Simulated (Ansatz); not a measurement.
# FH6N3Si: the cost of one run

Program: Ansatz 0.2.0. Level of theory: RKS PBE/STO-3G. These are calculated values, not measurements.

## 1. The starting structure

Bond lengths: Si1–N2 1.820 Å, N2–H3 1.060 Å, N2–H4 1.060 Å, Si1–F5 1.590 Å, Si1–N6 1.819 Å, N6–H7 1.060 Å, N6–H8 1.060 Å, Si1–N9 1.819 Å, N9–H10 1.060 Å, N9–H11 1.060 Å. Angles (14 of 15 angles, heavy atoms first): N2–Si1–F5 109.5°, N2–Si1–N6 109.5°, N2–Si1–N9 109.5°, F5–Si1–N6 109.5°, F5–Si1–N9 109.5°, N6–Si1–N9 109.5°, Si1–N2–H3 120.0°, Si1–N2–H4 120.0°, Si1–N6–H7 120.0°, Si1–N6–H8 120.0°, Si1–N9–H10 120.0°, Si1–N9–H11 120.0°, H3–N2–H4 120.0°, H7–N6–H8 120.0°.

As a file:

```xyz
11

Si    0.0000    0.0000    0.0000
N     0.0000    0.0000    1.8200
H    -0.8770   -0.2713    2.3500
H     0.8770    0.2713    2.3500
F     1.4994    0.0000   -0.5295
N    -0.8572    1.4851   -0.6061
H    -1.8773    1.4300   -0.8888
H    -0.3367    2.4058   -0.6766
N    -0.8572   -1.4851   -0.6061
H    -1.3922   -2.1014    0.0704
H    -0.8219   -1.7344   -1.6357
```

## 2. Relaxing the start

Contents of input.yaml:

```yaml
crystal:
  periodic: [false, false, false]
  atoms:
    - { symbol: Si, position_ang: [0.0, 0.0, 0.0] }
    - { symbol: "N", position_ang: [0.0, 0.0, 1.82] }
    - { symbol: H, position_ang: [-0.877, -0.2713, 2.35] }
    - { symbol: H, position_ang: [0.877, 0.2713, 2.35] }
    - { symbol: F, position_ang: [1.4994, 0.0, -0.5295] }
    - { symbol: "N", position_ang: [-0.8572, 1.4851, -0.6061] }
    - { symbol: H, position_ang: [-1.8773, 1.43, -0.8888] }
    - { symbol: H, position_ang: [-0.3367, 2.4058, -0.6766] }
    - { symbol: "N", position_ang: [-0.8572, -1.4851, -0.6061] }
    - { symbol: H, position_ang: [-1.3922, -2.1014, 0.0704] }
    - { symbol: H, position_ang: [-0.8219, -1.7344, -1.6357] }
basis:
  gaussian: { orbitals: STO-3G }
hamiltonian:
  xc: pbe
relax:
  f_tol: 0.02
  max_steps: 40
```

On the command line:

```bash
> ansatz run input.yaml --threads 1 --pin off --max-ram 2048MiB --backend cpu --events-out ev --progress --plain --runs-dir out
```

Q: Estimate wall time and peak memory on 1 thread of Intel Xeon Platinum 8375C at 2.90GHz (Ice Lake), shared host.

About 24 s, with a peak of 0.13 GiB.
